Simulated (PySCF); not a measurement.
# C₄H₇BO: electronic excitations and core binding energies

What electronic excitations and core binding energies should C₄H₇BO (`C#CBOCC`) show?

Computed with PySCF 2.14.0, with density-fitted response routines of our own, on a single molecule in the gas phase. Atoms are numbered from 0 throughout.

## 1. The starting structure

13 atoms, charge 0, multiplicity 1; geometry from: GFN2-xTB.

Bonds of the start (Å): C0–C1 1.20, C1–B2 1.53, B2–O3 1.33, O3–C4 1.41, C4–C5 1.52, C0–H6 1.05, B2–H7 1.17, C4–H8 1.10, C4–H9 1.10, C5–H10 1.09, C5–H11 1.09, C5–H12 1.09.

## 2. Excited states and response: CAM-B3LYP/def2-SVPD

What the job is given:

```
{"job": {"kind": "uv", "xc": "CAM-B3LYP", "basis": "def2-SVPD", "nstates": 8, "ntriplets": 3}, "charge": 0, "multiplicity": 1}
C      2.669056    -0.663123    -0.053280
C      1.888503     0.238206    -0.217126
B      0.873989     1.364449    -0.419532
O     -0.377686     1.320631     0.025680
C     -0.945103     0.223519     0.706716
C     -1.578100    -0.753906    -0.277342
H      3.367470    -1.438947     0.080762
H      1.177655     2.346668    -0.987659
H     -0.180636    -0.293062     1.300367
H     -1.708503     0.630331     1.379271
H     -2.055242    -1.567728     0.261770
H     -0.812727    -1.162391    -0.933639
H     -2.323065    -0.244161    -0.883716
```

With the program's defaults for keys left out, this is: TDDFT CAM-B3LYP/def2-SVPD, vertical, gas phase, core orbitals frozen in the response.

Launch:

```
$ OMP_NUM_THREADS=1 python probes_run.py task.json out
```

The driver reads the jobs from task.json and runs them one after another.

**Question.** This job is followed by: delta-SCF UKS SCAN, pcX-2 on the ionised atom, pcseg-1 elsewhere, spin-free X2C. What will the session give for the following? lowest singlet (CAM-B3LYP/def2-SVPD); brightest single state of those computed; lowest triplet; surface potential, 1st and 99th percentile; C1s binding energies, SCAN/pcX-2 (standing for 3 of 4 atoms); B1s binding energies, SCAN/pcX-2; O1s binding energies, SCAN/pcX-2.

As calculated:

| quantity | value |
| --- | --- |
| lowest singlet (CAM-B3LYP/def2-SVPD) | 5.20 eV (238 nm), f = 0.000 |
| brightest single state of those computed | state 5, 7.67 eV, f = 0.116 |
| lowest triplet | 4.64 eV |
| surface potential, 1st and 99th percentile | -1.08 V and 1.48 V |
| C1s binding energies, SCAN/pcX-2 (standing for 3 of 4 atoms) | C4 292.35, C5 290.83, C0 290.59 eV |
| B1s binding energies, SCAN/pcX-2 | B2 196.52 eV |
| O1s binding energies, SCAN/pcX-2 | O3 538.70 eV |

In words: The first singlet state (HOMO→LUMO 0.94) lies at 5.20 eV and is dark; of the 8 states computed, the strongest absorption comes from state 5 at 7.67 eV (the last state computed is bright too, and its partners may lie past the list). The lowest triplet lies 0.57 eV below the lowest singlet (triplets in Tamm-Dancoff, singlets in full TDDFT). The C1s levels kept as sound span 1.76 eV, from C0 (terminal alkyne carbon) up to C4 (sp3 CH2 bonded to O). Only 3 of the 4 C atoms are covered by sound results.
